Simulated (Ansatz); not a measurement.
HfB:

```
Hf B
1.0
     0.00000    2.31000    2.31000
     2.31000    0.00000    2.31000
     2.31000    2.31000    0.00000
Hf B
1 1
Cartesian
  2.3100 2.3100 2.3100
  0.0000 0.0000 0.0000
```

```yaml
Program: Ansatz 0.2.0
Task: relaxation of cell and atoms
Functional: BLYP
Dispersion: D3(BJ)
Potentials_or_basis: Ansatz PAW
Cutoff: "420 eV (not typed: the program's choice for these potentials)"
k_mesh: 10 × 10 × 10
Occupations: fermi-dirac, width 0.05 eV
Spin: no spin polarisation
```

At the start: volume 12.33 Å³/atom.

Problem. How do energy, volume and symmetry change on relaxing?

Solution. It ends after 7 steps and the volume is 13.75 Å³/atom (+11.6 %); space group Fm-3m (No. 225, to 0.05 Å).

The path:
```csv
step,energy change (eV),largest force (eV/Å),volume (Å³)
1,0.0000,0.0000,24.65
2,-0.1697,0.0000,28.44
3,-0.1870,0.0000,27.62
4,-0.1874,0.0000,27.48
5,-0.1902,0.0000,27.48
6,-0.1902,0.0000,27.50
7,-0.1903,0.0000,27.50
```

Final structure:
```yaml
crystal:
  lattice:
    - [0.00000, 2.39574, 2.39574]
    - [2.39574, 0.00000, 2.39574]
    - [2.39574, 2.39574, 0.00000]
  atoms:
    - { symbol: Hf, position: [0.50000, 0.50000, 0.50000] }
    - { symbol: B, position: [0.00000, 0.00000, 0.00000] }
```

Caveat: the plane-wave basis is chosen anew once the cell has moved, so the energies of steps on either side of that aren't comparable; pairwise dispersion overbinds metals, which lowers pressure and volume; the PAW data sets come from PBE, with cores solved anew for the run's functional, which leaves a small shift of forces and pressure.
